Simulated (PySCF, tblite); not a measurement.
# C₇H₁₃NOSi: geometry, infrared bands and NMR shifts

Wanted: the infrared bands and NMR shifts of C₇H₁₃NOSi (`CC(C)(C)O[SiH2]/C=C\C#N`), by calculation.

Programs: tblite 0.8.0 and PySCF 2.14.0, with density-fitted response routines of our own. Each step states its level of theory. These are calculated values for one molecule in the gas phase, unless marked as measured. Atoms are numbered from 0 throughout.

**1. Starting geometry**

23 atoms, charge 0, multiplicity 1; geometry from: force field or distance geometry start.

Bonds of the start (Å): C0–C1 1.53, C1–C2 1.54, C1–C3 1.53, C1–O4 1.45, O4–Si5 1.66, Si5–C6 1.84, C6–C7 1.35, C7–C8 1.42, C8–N9 1.16, C0–H10 1.11, C0–H11 1.09, C0–H12 1.10, C2–H13 1.09, C2–H14 1.11, C2–H15 1.10, C3–H16 1.09, C3–H17 1.11, C3–H18 1.09, Si5–H19 1.48, Si5–H20 1.48, C6–H21 1.09, C7–H22 1.09.

**2. Optimising the geometry with GFN2-xTB**

The job: settings as JSON, then the geometry in Å.

```
{"job": {"kind": "relax", "xc": "GFN2-xTB", "basis": "xTB"}, "charge": 0, "multiplicity": 1}
C     -1.041700     1.237200    -0.908300
C     -1.264400    -0.081800    -0.169600
C     -2.232900     0.166300     1.000600
C     -1.880700    -1.140600    -1.091700
O     -0.057200    -0.535600     0.487100
Si     1.293400    -1.078600    -0.314300
C      2.822100    -0.694900     0.632500
C      3.387700     0.504300     0.875100
C      2.882400     1.741600     0.397500
N      2.472900     2.758700     0.008200
H     -2.004200     1.650100    -1.264500
H     -0.404100     1.112700    -1.777800
H     -0.577900     1.984100    -0.248500
H     -1.832000     0.909400     1.694000
H     -3.215000     0.538800     0.639500
H     -2.409800    -0.744500     1.589700
H     -1.260300    -1.321500    -1.966400
H     -1.979200    -2.114400    -0.565000
H     -2.872300    -0.838200    -1.427000
H      1.197600    -2.543000    -0.477000
H      1.388900    -0.460000    -1.651600
H      3.287100    -1.583500     1.049900
H      4.295100     0.560500     1.477300
```

Command:

```bash
OMP_NUM_THREADS=1 python probes_run.py task.json out
```

One launch serves the whole session: the jobs run in the order shown.

**Question.** This job is followed by: GFN2-xTB harmonic vibrations, gas phase; GIAO PBE0/pcSseg-1 NMR shielding, non-relativistic, gas phase. Predict these results of the whole session: strongest single infrared mode (GFN2-xTB); zero-point energy (GFN2-xTB); 13C shifts against TMS (PBE0/pcSseg-1, means over atoms taken as alike); 1H shifts against TMS (PBE0/pcSseg-1, means over atoms taken as alike); 17O shifts against H2O (PBE0/pcSseg-1); 29Si shifts against TMS (PBE0/pcSseg-1); 15N shifts against NH3 (PBE0/pcSseg-1); surface potential, 1st and 99th percentile.

As calculated:

| quantity | value |
| --- | --- |
| strongest single infrared mode (GFN2-xTB) | 2184 cm⁻¹, 390 km/mol |
| zero-point energy (GFN2-xTB) | 113.8 kcal/mol |
| 13C shifts against TMS (PBE0/pcSseg-1, means over atoms taken as alike) | 161.2, 123.8, 123.8, 74.7, 31.7 ppm |
| 1H shifts against TMS (PBE0/pcSseg-1, means over atoms taken as alike) | 6.87, 6.39, 5.35, 1.53 ppm |
| 17O shifts against H2O (PBE0/pcSseg-1) | 62.9 ppm |
| 29Si shifts against TMS (PBE0/pcSseg-1) | -48.9 ppm |
| 15N shifts against NH3 (PBE0/pcSseg-1) | 327.3 ppm |
| surface potential, 1st and 99th percentile | -1.62 V and 1.27 V |

**Reading.** Relaxing lowered the energy by 0.338 eV in 144 steps; the close pair that moved most is O4–Si5, from 1.662 to 1.600 Å. All 63 modes are real, so the xTB geometry is a minimum. The strongest single mode, at 2184 cm⁻¹, moves mainly H20. GFN2-xTB is a fitted tight-binding method: band positions and strengths are rough. Its intensities can rank the bands wrongly. At PBE0/pcSseg-1: The largest span, 403 ppm, is at N9, where the paramagnetic term is -400 ppm. At PBE0/pcSseg-1, counted by nearest atom on the grid, the HOMO lies on O4 34 %; H19 12 %, the LUMO on C6 32 %; C7 22 %.
